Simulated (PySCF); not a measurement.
# C₉H₁₅N₃: vibronic structure

Programs: PySCF 2.14.0, with routines of our own; each step states its level. All values are computed. Atoms count from 0.

### Step 1. The system as given

27 atoms, charge 0, multiplicity 1; geometry from: GFN2-xTB.

### Step 2. Vibronic structure: TDDFT PBE/def2-SVP

The job: settings as JSON, then the geometry in Å.

```
{"job": {"kind": "vib", "xc": "PBE", "basis": "def2-SVP", "tda": false}, "charge": 0, "multiplicity": 1}
C     -2.299290    -1.508341     1.371026
C     -2.304765    -0.925236    -0.036463
C     -1.960240     0.567697    -0.041539
C     -2.090524     1.170727    -1.437948
N     -0.613459     0.750856     0.431343
N     -0.332134     1.454607     1.496954
C      0.987012     1.388907     1.604176
C      1.474290     0.609364     0.544669
C      2.855316     0.240346     0.230292
C      3.247966     0.012458    -1.204840
C      3.147325    -1.148871    -0.274589
N      0.421877     0.224500    -0.175404
H     -3.036826    -1.009302     1.995512
H     -2.532715    -2.569846     1.342974
H     -1.322619    -1.386393     1.833408
H     -3.289835    -1.058154    -0.486488
H     -1.571865    -1.445945    -0.655093
H     -2.595960     1.106163     0.668479
H     -1.409309     0.665668    -2.118102
H     -3.107377     1.055308    -1.803063
H     -1.843879     2.229666    -1.418879
H      1.514219     1.876924     2.396980
H      3.583717     0.698137     0.888246
H      2.472019     0.130090    -1.944924
H      4.225712     0.341211    -1.523317
H      4.054876    -1.628996     0.058980
H      2.306575    -1.815121    -0.389394
```

Method: TDDFT PBE/def2-SVP vertical-gradient vibronic structure (displaced harmonic oscillators, Condon), gas phase.

The run is started by

```bash
$ OMP_NUM_THREADS=1 python excited_run.py task.json out
```

This one command runs all jobs of the session in turn.

Q: Estimate the wall time and peak memory of this first job on 1 thread of Arm Neoverse V1, shared host.

About 2.1 min, with a peak of 1.4 GiB.
